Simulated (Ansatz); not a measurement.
# VCrC2 (R-3m) in Ansatz: further runs, part 2 of 2

Ansatz 0.2.0. The steps go on from the part before.

### Step 3. Single point, r2SCAN, collinear spin, ferromagnetic start, 8.23 Å³/atom (volume scaled by 0.94)

File input.yaml:

```yaml
crystal:
  lattice:
    - [1.4308148588, 0.8260813439, 4.6426360266]
    - [-1.4308148588, 0.8260813439, 4.6426360266]
    - [0.0, -1.6521626877, 4.6426360266]
  atoms:
    - { symbol: Cr, position: [0.5, 0.5, 0.5], spin: 3.0 }
    - { symbol: V, position: [0.0, 0.0, 0.0], spin: 2.0 }
    - { symbol: C, position: [0.248759, 0.248759, 0.248759] }
    - { symbol: C, position: [0.751241, 0.751241, 0.751241] }
hamiltonian:
  xc: r2scan
  pseudopotentials: { kind: paw }
magnetization:
  spin_polarized: true
kpoints:
  mp_grid: { grid: [11, 11, 11] }
scf:
  occupations: { method: fermi_dirac, width: 0.05 }
output:
  forces: true
  stress: true
  eigenvalues: true
```

Potentials or basis: Ansatz PAW.

Started as:

```sh
$ ansatz run input.yaml --threads 2 --pin off --max-ram 5632MiB --backend cpu --events-out ev --progress --plain --runs-dir out
```

It took 67 s on 2 threads of Intel Xeon at 2.50GHz (Skylake/Cascade Lake), shared host; peak memory 0.66 GiB.

The run converged. Its results:

* Free energy: -6803.7520 eV
* Pressure: 25.6 GPa
* Largest force: 0.214 eV/Å
* Band gap on the k mesh: none (metal or under the smearing width)
* Net moment: 1.56 μB per cell
* Absolute moment: 2.30 μB per cell
* Site moments: Cr +1.63; V -0.10; C -0.08 μB

Caveat: the magnetic or orbital state may not be the lowest; the PAW data sets come from PBE, with cores solved anew for the run's functional, which leaves a small shift of forces and pressure; the starting moments weren't kept.

### Step 4. Single point, r2SCAN, collinear spin, ferromagnetic start, 8.41 Å³/atom (volume scaled by 0.96)

input.yaml, as its differences from that of step 3:

```diff
@@ -2,5 +2,5 @@
   lattice:
-    - [1.4308148588, 0.8260813439, 4.6426360266]
-    - [-1.4308148588, 0.8260813439, 4.6426360266]
-    - [0.0, -1.6521626877, 4.6426360266]
+    - [1.4408913517, 0.8318990098, 4.6753317237]
+    - [-1.4408913517, 0.8318990098, 4.6753317237]
+    - [0.0, -1.6637980196, 4.6753317237]
   atoms:
@@ -23 +23,5 @@
   eigenvalues: true
+  write_density: true
+  write_potential: true
+  elf: true
+  volumetric_format: npy
```

Started as:

```sh
$ ansatz run input.yaml --threads 2 --pin off --max-ram 5632MiB --backend cpu --events-out ev --progress --plain --runs-dir out
```

Wall time 79 s (2 threads of Intel Xeon at 2.50GHz (Skylake/Cascade Lake), shared host); peak memory 0.68 GiB.

It converged, with:

| Property | Result |
| --- | --- |
| Free energy | -6803.8465 eV |
| Pressure | 17.8 GPa |
| Largest force | 0.259 eV/Å |
| Band gap on the k mesh | none (metal or under the smearing width) |
| Net moment | 1.61 μB per cell |
| Absolute moment | 2.39 μB per cell |
| Site moments | Cr +1.69; V -0.11; C -0.09 μB |

Caveat: the magnetic or orbital state may not be the lowest; the PAW data sets come from PBE, with cores solved anew for the run's functional, which leaves a small shift of forces and pressure; the starting moments weren't kept.

### Step 5. Single point, r2SCAN, collinear spin, ferromagnetic start, 8.58 Å³/atom (volume scaled by 0.98)

input.yaml, as its differences from that of step 4:

```diff
@@ -2,5 +2,5 @@
   lattice:
-    - [1.4408913517, 0.8318990098, 4.6753317237]
-    - [-1.4408913517, 0.8318990098, 4.6753317237]
-    - [0.0, -1.6637980196, 4.6753317237]
+    - [1.4508288475, 0.8376364256, 4.7075764097]
+    - [-1.4508288475, 0.8376364256, 4.7075764097]
+    - [0.0, -1.6752728513, 4.7075764097]
   atoms:
```

Started as:

```sh
$ ansatz run input.yaml --threads 2 --pin off --max-ram 5632MiB --backend cpu --events-out ev --progress --plain --runs-dir out
```

Run time: 76 s. Hardware: 2 threads of Intel Xeon at 2.50GHz (Skylake/Cascade Lake), shared host; peak memory 0.69 GiB.

It converged, with:

| Property | Result |
| --- | --- |
| Free energy | -6803.9086 eV |
| Pressure | 10.7 GPa |
| Largest force | 0.299 eV/Å |
| Band gap on the k mesh | none (metal or under the smearing width) |
| Net moment | 1.64 μB per cell |
| Absolute moment | 2.47 μB per cell |
| Site moments | Cr +1.74; V -0.12; C -0.09 μB |

Caveat: the magnetic or orbital state may not be the lowest; the PAW data sets come from PBE, with cores solved anew for the run's functional, which leaves a small shift of forces and pressure; the starting moments weren't kept.

### Step 6. Single point, r2SCAN, collinear spin, ferromagnetic start, 8.76 Å³/atom

input.yaml, as its differences from that of step 5:

```diff
@@ -2,5 +2,5 @@
   lattice:
-    - [1.4508288475, 0.8376364256, 4.7075764097]
-    - [-1.4508288475, 0.8376364256, 4.7075764097]
-    - [0.0, -1.6752728513, 4.7075764097]
+    - [1.4606320425, 0.8432963029, 4.7393853233]
+    - [-1.4606320425, 0.8432963029, 4.7393853233]
+    - [0.0, -1.6865926058, 4.7393853233]
   atoms:
@@ -23,5 +23 @@
   eigenvalues: true
-  write_density: true
-  write_potential: true
-  elf: true
-  volumetric_format: npy
```

Potentials or basis: Ansatz PAW.

Started as:

```sh
$ ansatz run input.yaml --threads 2 --pin off --max-ram 5632MiB --backend cpu --events-out ev --progress --plain --runs-dir out
```

Run time: 71 s. Hardware: 2 threads of Intel Xeon at 2.50GHz (Skylake/Cascade Lake), shared host; peak memory 0.68 GiB.

Results (log left out):

| Quantity | Value |
| --- | --- |
| Free energy | -6803.9412 eV |
| Pressure | 4.3 GPa |
| Largest force | 0.337 eV/Å |
| Band gap on the k mesh | none (metal or under the smearing width) |
| Net moment | 1.67 μB per cell |
| Absolute moment | 2.54 μB per cell |
| Site moments | Cr +1.79; V -0.13; C -0.09 μB |

Caveat: the magnetic or orbital state may not be the lowest; the PAW data sets come from PBE, with cores solved anew for the run's functional, which leaves a small shift of forces and pressure; the starting moments weren't kept.

### Step 7. Single point, r2SCAN, collinear spin, ferromagnetic start, 8.93 Å³/atom (volume scaled by 1.02)

input.yaml, as its differences from that of step 6:

```diff
@@ -2,5 +2,5 @@
   lattice:
-    - [1.4606320425, 0.8432963029, 4.7393853233]
-    - [-1.4606320425, 0.8432963029, 4.7393853233]
-    - [0.0, -1.6865926058, 4.7393853233]
+    - [1.4703053843, 0.8488812094, 4.7707728958]
+    - [-1.4703053843, 0.8488812094, 4.7707728958]
+    - [0.0, -1.6977624188, 4.7707728958]
   atoms:
```

Started as:

```sh
$ ansatz run input.yaml --threads 2 --pin off --max-ram 5632MiB --backend cpu --events-out ev --progress --plain --runs-dir out
```

Wall time 70 s (2 threads of Intel Xeon at 2.50GHz (Skylake/Cascade Lake), shared host); peak memory 0.68 GiB.

It converged, with:

| Quantity | Value |
| --- | --- |
| Free energy | -6803.9471 eV |
| Pressure | -1.5 GPa |
| Largest force | 0.373 eV/Å |
| Band gap on the k mesh | none (metal or under the smearing width) |
| Net moment | 1.70 μB per cell |
| Absolute moment | 2.61 μB per cell |
| Site moments | Cr +1.84; V -0.15; C -0.10 μB |

Caveat: the magnetic or orbital state may not be the lowest; the PAW data sets come from PBE, with cores solved anew for the run's functional, which leaves a small shift of forces and pressure; the starting moments weren't kept.

### Step 8. Single point, r2SCAN, collinear spin, ferromagnetic start, 9.11 Å³/atom (volume scaled by 1.04)

input.yaml, as its differences from that of step 7:

```diff
@@ -2,5 +2,5 @@
   lattice:
-    - [1.4703053843, 0.8488812094, 4.7707728958]
-    - [-1.4703053843, 0.8488812094, 4.7707728958]
-    - [0.0, -1.6977624188, 4.7707728958]
+    - [1.4798530894, 0.8543935795, 4.8017528086]
+    - [-1.4798530894, 0.8543935795, 4.8017528086]
+    - [0.0, -1.708787159, 4.8017528086]
   atoms:
```

Started as:

```sh
$ ansatz run input.yaml --threads 2 --pin off --max-ram 5632MiB --backend cpu --events-out ev --progress --plain --runs-dir out
```

It took 73 s on 2 threads of Intel Xeon at 2.50GHz (Skylake/Cascade Lake), shared host; peak memory 0.69 GiB.

It converged, with:

```yaml
Free_energy: -6803.9290 eV
Pressure: -6.7 GPa
Largest_force: 0.406 eV/Å
Band_gap_on_the_k_mesh: none (metal or under the smearing width)
Net_moment: 1.72 μB per cell
Absolute_moment: 2.69 μB per cell
Site_moments: Cr +1.89; V -0.16; C -0.10 μB
```

Caveat: the magnetic or orbital state may not be the lowest; the PAW data sets come from PBE, with cores solved anew for the run's functional, which leaves a small shift of forces and pressure; the starting moments weren't kept.

### Step 9. Single point, r2SCAN, collinear spin, ferromagnetic start, 9.28 Å³/atom (volume scaled by 1.06)

input.yaml, as its differences from that of step 8:

```diff
@@ -2,5 +2,5 @@
   lattice:
-    - [1.4798530894, 0.8543935795, 4.8017528086]
-    - [-1.4798530894, 0.8543935795, 4.8017528086]
-    - [0.0, -1.708787159, 4.8017528086]
+    - [1.4892791594, 0.8598357235, 4.832338046]
+    - [-1.4892791594, 0.8598357235, 4.832338046]
+    - [0.0, -1.7196714471, 4.832338046]
   atoms:
```

Potentials or basis: Ansatz PAW.

Started as:

```sh
$ ansatz run input.yaml --threads 2 --pin off --max-ram 5632MiB --backend cpu --events-out ev --progress --plain --runs-dir out
```

It took 75 s on 2 threads of Intel Xeon at 2.50GHz (Skylake/Cascade Lake), shared host; peak memory 0.69 GiB.

Results (log left out):

```yaml
Free_energy: -6803.8891 eV
Pressure: -11.4 GPa
Largest_force: 0.438 eV/Å
Band_gap_on_the_k_mesh: none (metal or under the smearing width)
Net_moment: 1.74 μB per cell
Absolute_moment: 2.76 μB per cell
Site_moments: Cr +1.93; V -0.18; C -0.10 μB
```

Caveat: the magnetic or orbital state may not be the lowest; the PAW data sets come from PBE, with cores solved anew for the run's functional, which leaves a small shift of forces and pressure; the starting moments weren't kept.

### Step 10. Equation of state, r2SCAN, collinear spin, ferromagnetic start

No new run: the results of the series are fitted here.

What came out:

```
Equilibrium volume                        : 8.89 Å³/atom
Bulk modulus at fixed shape and positions : 287 GPa
Pressure derivative of the bulk modulus   : 4.1
```

Energy against volume, from the lowest point:
| volume (Å³/atom) | energy (meV/atom) |
| --- | --- |
| 8.231 | 48.79 |
| 8.406 | 25.15 |
| 8.581 | 9.63 |
| 8.757 | 1.49 |
| 8.932 | 0.00 |
| 9.107 | 4.53 |
| 9.282 | 14.49 |

Caveat: the magnetic or orbital state may not be the lowest; the cell was scaled at fixed shape and fractional positions, which overstates the stiffness of a crystal with free parameters, most of all of layers and chains; the PAW data sets were made with another functional, which shifts forces and pressure a little.
